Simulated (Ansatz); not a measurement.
# C2H6BClOSi: a ladder of functionals and wavefunction methods

An exercise on one series of results from a longer session: the logs are not shown, and one member is left open.

The runs use Ansatz 0.2.0, Gaussian basis; functionals in def2-TZVPP, the program's frozen cores in correlated methods.

Levels to be run: PBE-D4, r2SCAN-D4, PBE0-D4, B3LYP-D4, ωB97X-V, ωB97M-V, B2PLYP; CCSD(T)/def2-TZVPP; MP2/def2-QZVPP; extrapolation to the limit.

## Structure used throughout

The geometry comes from an earlier relaxation with PBE0-D4 in a triple-zeta def2 set; it is a stationary point, not always the lowest conformer.

12 atoms, charge 0, spin multiplicity 1.

Atoms are counted from 1 here; the program's logs count them from 0.

Bond lengths: C1–C2 1.330 Å, C1–H7 1.086 Å, C1–H8 1.087 Å, C2–Si3 1.863 Å, C2–H9 1.089 Å, Si3–B4 2.031 Å, Si3–H10 1.491 Å, Si3–H11 1.497 Å, B4–O5 1.347 Å, B4–Cl6 1.766 Å, O5–H12 0.962 Å. Angles: C2–C1–H7 122.2°, C2–C1–H8 121.8°, H7–C1–H8 116.0°, C1–C2–Si3 124.7°, C1–C2–H9 117.9°, Si3–C2–H9 117.4°, C2–Si3–B4 112.6°, C2–Si3–H10 110.2°, C2–Si3–H11 109.1°, B4–Si3–H10 109.7°, B4–Si3–H11 108.6°, H10–Si3–H11 106.3°, Si3–B4–O5 124.4°, Si3–B4–Cl6 119.8°, O5–B4–Cl6 115.7°, B4–O5–H12 113.1°.

Geometry (Å):

| atom | x (Å) | y (Å) | z (Å) |
| --- | --- | --- | --- |
| C1 | -0.8080 | -1.1337 | 1.4899 |
| C2 | 0.4522 | -1.0310 | 1.0778 |
| Si3 | 1.0090 | -0.0348 | -0.3953 |
| B4 | -0.5212 | 0.9509 | -1.2959 |
| O5 | -0.5792 | 2.2873 | -1.4518 |
| Cl6 | -1.8870 | 0.0423 | -1.9505 |
| H7 | -1.6277 | -0.6430 | 0.9738 |
| H8 | -1.0798 | -1.7251 | 2.3599 |
| H9 | 1.2179 | -1.5624 | 1.6419 |
| H10 | 1.6913 | -0.9165 | -1.3850 |
| H11 | 2.0288 | 0.9673 | 0.0480 |
| H12 | 0.1808 | 2.7435 | -1.0789 |

Set-up of the first run:

Input file in.yaml:

```yaml
crystal:
  periodic: [false, false, false]
  atoms:
    - {symbol: C, position_ang: [-0.808007, -1.133735, 1.489894]}
    - {symbol: C, position_ang: [0.452176, -1.030969, 1.077793]}
    - {symbol: Si, position_ang: [1.008964, -0.034760, -0.395320]}
    - {symbol: B, position_ang: [-0.521237, 0.950906, -1.295942]}
    - {symbol: O, position_ang: [-0.579151, 2.287301, -1.451809]}
    - {symbol: Cl, position_ang: [-1.886954, 0.042300, -1.950463]}
    - {symbol: H, position_ang: [-1.627735, -0.642951, 0.973841]}
    - {symbol: H, position_ang: [-1.079789, -1.725138, 2.359931]}
    - {symbol: H, position_ang: [1.217883, -1.562404, 1.641864]}
    - {symbol: H, position_ang: [1.691310, -0.916537, -1.384987]}
    - {symbol: H, position_ang: [2.028777, 0.967313, 0.048032]}
    - {symbol: H, position_ang: [0.180763, 2.743474, -1.078935]}
basis:
  gaussian: {orbitals: def2-TZVPP}
hamiltonian: {xc: pbe, dispersion: d4}
output: {forces: true, orbitals: {seedname: orbitals}}
```

Command:

```bash
$ ansatz run in.yaml --threads 4 --pin off --events-out ev --progress --plain --max-ram 10444MiB
```

Among the steps run: PBE-D4 (GGA); r2SCAN-D4 (meta-GGA); PBE0-D4 (hybrid); B3LYP-D4 (hybrid); ωB97X-V (range-separated); ωB97M-V (range-separated); B2PLYP (double hybrid); CCSD(T) in def2-TZVPP; MP2 in def2-QZVPP.

One of the session's tables, all rows but one given; the rest of the session is left out.

| method | atomisation energy (kJ/mol) |
| --- | --- |
| PBE-D4 | 4723.2 |
| r2SCAN-D4 | 4655.0 |
| PBE0-D4 | 4645.5 |
| B3LYP-D4 | 4623.3 |
| ωB97X-V | 4637.0 |
| ωB97M-V | 4645.0 |
| B2PLYP | ? |
| HF/def2-TZVPP | 3452.6 |
| MP2/def2-TZVPP | 4597.8 |
| CCSD/def2-TZVPP | 4433.0 |
| CCSD(T)/def2-TZVPP | 4506.1 |
| MP2/CBS | 4713.1 |
| CCSD(T)/CBS | 4621.4 |

Estimate the missing values for B2PLYP.

As computed: atomisation energy (kJ/mol): 4576.8. In the column «atomisation energy (kJ/mol)» it lies between CCSD(T)/def2-TZVPP (4506.1) and MP2/def2-TZVPP (4597.8).
